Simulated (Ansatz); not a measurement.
# Caesium, hcp under PBEsol: structure, energy and stiffness

The plan for caesium in the hcp structure: relax it, solve it on a dense k-mesh, then scale the cell to 7 volumes from 88 to 112 % of the relaxed one and try a fit of the equation of state. Spin polarisation is left out. The k-meshes are 7×7×4 for the relaxation; 11×11×6 for the dense run; 8×8×4 for the volumes.

This is Cs in the hcp structure; at room conditions it is bcc.

Program: Ansatz 0.2.0. Level of theory: DFT PBEsol, plane waves (420 eV) with PAW, scalar-relativistic; PAW files made under PBE, frozen cores solved again for the functional. These are calculated values, not measurements.

## (1) The starting structure

It takes space group P6_3/mmc (No. 194, hexagonal). The conventional cell has a = 5.385 Å, b = 5.385 Å, c = 8.794 Å, α = 90.00°, β = 90.00°, γ = 120.00°.

Coordinates:

```cif
data_structure
_symmetry_space_group_name_H-M 'P6_3/mmc'
_symmetry_Int_Tables_number 194
_cell_length_a 5.3855
_cell_length_b 5.3855
_cell_length_c 8.7945
_cell_angle_alpha 90.000
_cell_angle_beta 90.000
_cell_angle_gamma 120.000
_cell_volume 220.90
loop_
_atom_site_label
_atom_site_type_symbol
_atom_site_symmetry_multiplicity
_atom_site_Wyckoff_symbol
_atom_site_fract_x
_atom_site_fract_y
_atom_site_fract_z
_atom_site_occupancy
Cs1 Cs 2 c 0.33333 0.66667 0.25000 1
```

## (2) Relaxation of the cell

The input, input.yaml:

```yaml
crystal:
  lattice:
    - [5.385475234, 0.0, 0.0]
    - [-2.692737617, 4.6639583641, 0.0]
    - [0.0, 0.0, 8.7944810571]
  atoms:
    - { symbol: Cs, position: [0.3333333333, 0.6666666667, 0.25] }
    - { symbol: Cs, position: [0.6666666667, 0.3333333333, 0.75] }
hamiltonian:
  xc: pbesol
  pseudopotentials:
    kind: paw
    azcp:
      Cs: "pseudopotentials/Cs.paw.azcp"
basis:
  ecutwfc: 420
  fft_grid_basis: typed
kpoints:
  mp_grid: { grid: [7, 7, 4], shift: [0, 0, 0] }
magnetization:
  spin_polarized: false
scf:
  occupations: { method: fermi_dirac, width: 0.1 }
relax:
  max_steps: 60
  f_tol: 0.01
  cell: {}
output:
  write_density: true
  write_potential: true
  elf: true
  volumetric_format: npy
```

The runs that follow: The energy on a finer k-mesh; Volume × 0.88; Volume × 0.92; Volume × 0.96; Volume × 1.0; Volume × 1.04; Volume × 1.08; Volume × 1.12.

Q: Predict the outcome of this session. Wanted: space group; conventional cell; volume; shortest distance; gap on the mesh; relative to bcc; V₀, B₀, B₀′.

**Answer**, as computed:

| quantity | value |
| --- | --- |
| space group (spins left aside) | P6_3/mmc (No. 194) |
| conventional cell | a = 5.385 Å, c = 8.794 Å (c/a = 1.633) |
| volume | 110.448 Å³/atom |
| shortest distance | 5.385 Å |
| gap on the mesh | none (levels filled in part) |
| relative to bcc | -1 meV/atom |
| V₀, B₀, B₀′ | 109.499 Å³/atom, 2.1 GPa, 3.2 |

The relaxation shrank the cell by 0.0 % in volume. Against the reference form of caesium (bcc, computed apart with the same settings) it stands 1 meV/atom lower, within what mesh and smearing can decide. Levels at the Fermi energy are filled in part, as in a metal. The fitted modulus is 2.1 GPa, a soft solid; letting shape and positions relax at each volume could only lower it. The symmetry was held, so the structure may be unstable against distortions that break it.
